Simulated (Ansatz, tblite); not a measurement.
# 2x2x4 RbCl rock-salt block (Rb₈Cl₈): a ladder of methods and basis sets

Aim: run the singlet of 2x2x4 RbCl rock-salt block (Rb₈Cl₈) at one geometry on many levels, and compare frontier levels, spin and run time.

Program: Ansatz 0.2.0, Gaussian basis. Level of theory: as each input shows. These are calculated values, not measurements.

Plan: GFN1-xTB, GFN2-xTB, PBE-D4/def2-SVP, r2SCAN-D4/def2-SVP, MP2/def2-SVP, RPA/def2-SVP.

8 further runs of the same task are left out: 7 that didn't finish, 1 set aside as unsound or not needed.

**1. The geometry**

The singlet was relaxed beforehand with r2SCAN-D4/def2-SVP.

16 atoms, charge 0, spin multiplicity 1.

Bond lengths: Rb1–Cl2 3.166 Å, Rb1–Cl5 3.134 Å, Rb1–Cl9 3.134 Å, Cl2–Rb3 3.212 Å, Cl2–Rb6 3.253 Å, Cl2–Rb10 3.253 Å, Rb3–Cl4 3.185 Å, Rb3–Cl7 3.253 Å, Rb3–Cl11 3.253 Å, Cl4–Rb8 3.134 Å, Cl4–Rb12 3.134 Å, Cl5–Rb6 3.185 Å, Cl5–Rb13 3.134 Å, Rb6–Cl7 3.212 Å, Rb6–Cl14 3.253 Å, Cl7–Rb8 3.166 Å, Cl7–Rb15 3.253 Å, Rb8–Cl16 3.134 Å and more. Angles: Cl2–Rb1–Cl5 91.0°, Cl2–Rb1–Cl9 91.0°, Cl5–Rb1–Cl9 90.0°, Rb1–Cl2–Rb3 178.9°, Rb1–Cl2–Rb6 89.3°, Rb1–Cl2–Rb10 89.3°, Rb3–Cl2–Rb6 89.9°, Rb3–Cl2–Rb10 89.9°, Rb6–Cl2–Rb10 90.4°, Cl2–Rb3–Cl4 178.1°, Cl2–Rb3–Cl7 90.1°, Cl2–Rb3–Cl11 90.1°, Cl4–Rb3–Cl7 88.6°, Cl4–Rb3–Cl11 88.6°, Cl7–Rb3–Cl11 89.6°, Rb3–Cl4–Rb8 91.1°, Rb3–Cl4–Rb12 91.1°, Rb8–Cl4–Rb12 90.0° and more.

Rb takes a core potential in the def2 sets. No spin-orbit coupling is included.

PBE0-D4/def2-SVP was run before; its log isn't repeated, and its numbers join the tables.

**2. GFN1-xTB**

Tight binding, by tblite at 300 K electronic temperature and without a spin-polarisation term:

```python
tblite.interface.Calculator('GFN1-xTB', numbers, positions, charge=0, uhf=0).singlepoint()
```

Energy -1019.6717 eV, HOMO -11.89 eV, LUMO -10.11 eV; 0.024 s.

**3. GFN2-xTB**

Tight binding, by tblite at 300 K electronic temperature and without a spin-polarisation term:

```python
tblite.interface.Calculator('GFN2-xTB', numbers, positions, charge=0, uhf=0).singlepoint()
```

Energy -1062.4137 eV, HOMO -10.06 eV, LUMO -7.90 eV; 0.041 s.

**4. PBE-D4/def2-SVP**

start.molden holds the orbitals of an earlier run on this state, given as this run's starting guess.

in.yaml

```yaml
crystal:
  periodic: [false, false, false]
  atoms:
    - {symbol: Rb, position_ang: [-1.572463, -1.565498, -4.777519]}
    - {symbol: Cl, position_ang: [-1.624589, -1.618752, -1.612044]}
    - {symbol: Rb, position_ang: [-1.632873, -1.629244, 1.599586]}
    - {symbol: Cl, position_ang: [-1.565349, -1.564172, 4.783041]}
    - {symbol: Cl, position_ang: [-1.567565, 1.568419, -4.781027]}
    - {symbol: Rb, position_ang: [-1.630883, 1.633877, -1.597441]}
    - {symbol: Cl, position_ang: [-1.617743, 1.623354, 1.614211]}
    - {symbol: Rb, position_ang: [-1.561688, 1.569781, 4.779615]}
    - {symbol: Cl, position_ang: [1.561486, -1.569168, -4.782716]}
    - {symbol: Rb, position_ang: [1.628042, -1.633962, -1.599279]}
    - {symbol: Cl, position_ang: [1.619789, -1.623108, 1.612221]}
    - {symbol: Rb, position_ang: [1.568590, -1.569224, 4.777634]}
    - {symbol: Rb, position_ang: [1.566386, 1.564809, -4.779720]}
    - {symbol: Cl, position_ang: [1.621702, 1.618663, -1.614379]}
    - {symbol: Rb, position_ang: [1.634906, 1.629527, 1.597123]}
    - {symbol: Cl, position_ang: [1.572262, 1.564719, 4.780685]}
basis:
  gaussian: {orbitals: def2-SVP, initial_orbitals: start.molden}
hamiltonian: {xc: pbe, dispersion: d4}
scf: {omitted_lower_state_checks: [starts]}
output: {forces: true, orbitals: {seedname: orbitals}}
```

Started as:

```console
> ansatz run in.yaml --threads 4 --pin off --events-out ev --progress --plain --max-ram 6963MiB
```

The runs that follow: r2SCAN-D4/def2-SVP; MP2/def2-SVP; RPA/def2-SVP.

**Question.** What will the summary of the whole plan be? Wanted: gap in def2-SVP, named functionals, smallest and largest; correlation energy, MP2/def2-SVP; binding an atom, functionals in def2-SVP.

As calculated:

| quantity | value |
| --- | --- |
| gap in def2-SVP, named functionals, smallest and largest | 4.28 eV (PBE-D4), 6.10 eV (PBE0-D4) |
| correlation energy, MP2/def2-SVP | -41.95 eV |
| binding an atom, functionals in def2-SVP | 2.98 (PBE-D4) to 3.04 eV (r2SCAN-D4) |

Orbital gaps of the named functionals in def2-SVP span 4.28 eV (PBE-D4) to 6.10 eV (PBE0-D4); exact exchange widens it.
